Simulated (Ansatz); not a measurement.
# Fe (Im-3m): energies of magnetic orders

An exercise on one series of results from a longer session: the logs are not shown, and one member is left open.

The COD entry's cell or inner coordinates are ideal or old and differ from later refinements, so a difference from it is no clean test against experiment.

Computed with Ansatz 0.2.0 (DFT PBE, scalar-relativistic, plane waves, PAW, unless a step's input says otherwise).

### The structure to begin with

Symmetry: Im-3m, No. 229, cubic system. The conventional cell has a = 2.831 Å, b = 2.831 Å, c = 2.831 Å, α = 90.00°, β = 90.00°, γ = 90.00°. Fe (site symmetry m-3m) has 8 Fe at 2.45 Å as nearest neighbours.

As a file:

```
Fe
1.0
    -1.41559    1.41559    1.41559
     1.41559   -1.41559    1.41559
     1.41559    1.41559   -1.41559
Fe
1
Cartesian
  0.0000 0.0000 0.0000
```

An earlier run at PBE left this cell at 11.347 Å³/atom and -0.14 GPa (22×22×22 mesh).

Set-up of the first run:

The input, input.yaml:

```yaml
crystal:
  lattice:
    - [2.8311865454, 0.0, 0.0]
    - [0.0, 2.8311865454, 0.0]
    - [0.0, 0.0, 2.8311865454]
  atoms:
    - { symbol: Fe, position: [0.0, 0.0, 0.0], spin: 2.5 }
    - { symbol: Fe, position: [0.5, 0.5, 0.5], spin: 2.5 }
basis:
  ecutwfc: 420
  ecutrho_ratio: 4
kpoints:
  mp_grid: { grid: [16, 16, 16] }
hamiltonian:
  xc: pbe
scf:
  occupations: { method: gaussian, width: 0.05 }
  lower_state_search: "off"
output:
  forces: true
  stress: true
  eigenvalues: true
  populations: true
magnetization:
  spin_polarized: true
```

Run with:

```bash
$ ansatz run input.yaml --threads 2 --pin off --max-ram 5120MiB --backend cpu --events-out ev --progress --plain --runs-dir out
```

Steps of the session up to this table: Ferromagnetic, larger cell; Antiferromagnetic, propagation vector (1, 1, 1); Antiferromagnetic, propagation vector (1/2, 1/2, 0); No spin polarisation.

One table of the session follows, with a row left open; its other results are not shown here.

```
                                              order  above the lowest (meV/atom)  largest moment (μB)  pressure (GPa)
                                      ferromagnetic                          0.0                 2.21            -0.1
    antiferromagnetic, propagation vector (1, 1, 1)                            ?                    ?               ?
antiferromagnetic, propagation vector (1/2, 1/2, 0)                        212.5                 1.91            -2.5
                               no spin polarisation                        527.4                 0.00           -17.7
```

Estimate the missing values for antiferromagnetic, propagation vector (1, 1, 1).

The run gave: above the lowest (meV/atom): 447.1; largest moment (μB): 1.46; pressure (GPa): -6.1. In the column «above the lowest (meV/atom)» it lies between antiferromagnetic, propagation vector (1/2, 1/2, 0) (212.5) and no spin polarisation (527.4).

The first row is the run of the earlier session that started with parallel moments (-4480.4853 eV/atom).

Caveats from the session: Only these orders were tried, at zero temperature; the one found in experiment may not be among them.
